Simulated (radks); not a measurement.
# Pd with its nuclear charge varied continuously

What is the energy between the elements? 46 electrons are held in [Kr] 4d10 while Z is changed in small steps.

Program: radks (a radial shooting solver on a logarithmic mesh, Libxc functionals) version 1. Level of theory: Dirac Kohn-Sham, BLYP, spin-unpolarised, spherical densities, finite nucleus. These are calculated values, not measurements, unless marked.

## 1. The system

```
element            : palladium (Z = 46)
charge             : 0
electrons          : 46
configuration      : [Kr] 4d10
nuclear rms radius : 4.5318 fm
```

Outer shells as boxes (Hund's rule):

Pd
```
[Kr] core
4d [↑↓][↑↓][↑↓][↑↓][↑↓]
```

## 2. Z = 46

Input:

```text
Z 46
configuration [Kr] 4d10
relativity Dirac
functional b88,lyp
spin unpolarised
j_filling energy
nucleus finite rms 4.5318 fm
c 137.035999084
```

## 3. Z = 45.75

Input: that of step 2 with these lines changed.

```diff
@@ -1,2 +1,2 @@
-Z 46
+Z 45.75
 configuration [Kr] 4d10
```

## 4. Z = 46.25

Input: that of step 3 with these lines changed.

```diff
@@ -1,2 +1,2 @@
-Z 45.75
+Z 46.25
 configuration [Kr] 4d10
```

## 5. Z = 46.5

Input: that of step 4 with these lines changed.

```diff
@@ -1,2 +1,2 @@
-Z 46.25
+Z 46.5
 configuration [Kr] 4d10
```

## 6. Z = 46.75

Input: that of step 5 with these lines changed.

```diff
@@ -1,2 +1,2 @@
-Z 46.5
+Z 46.75
 configuration [Kr] 4d10
```

## 7. Z = 47

Input: that of step 6 with these lines changed.

```diff
@@ -1,2 +1,2 @@
-Z 46.75
+Z 47
 configuration [Kr] 4d10
```

**Question.** What will these runs give? Wanted: for each run, Z; E; E(electron-nucleus)/Z; highest level; its energy; <r>.

The runs gave:

```csv
Z,E (hartree),E(electron-nucleus)/Z (hartree),highest level,its energy (eV),<r> (bohr)
45.75,-4981.17765,-263.924,4d5/2,-1.630,1.692
46,-5047.41310,-265.958,4d5/2,-3.859,1.614
46.25,-5114.15642,-267.988,4d5/2,-6.379,1.549
46.5,-5181.40672,-270.014,4d5/2,-9.151,1.494
46.75,-5249.16341,-272.039,4d5/2,-12.150,1.445
47,-5317.42610,-274.062,4d5/2,-15.359,1.402
```

In words: At Z = 46 the central difference of E is -265.958 hartree, against -265.958 from the Hellmann-Feynman theorem. The top level goes from -1.630 eV at Z = 45.75 to -15.359 eV at Z = 47.
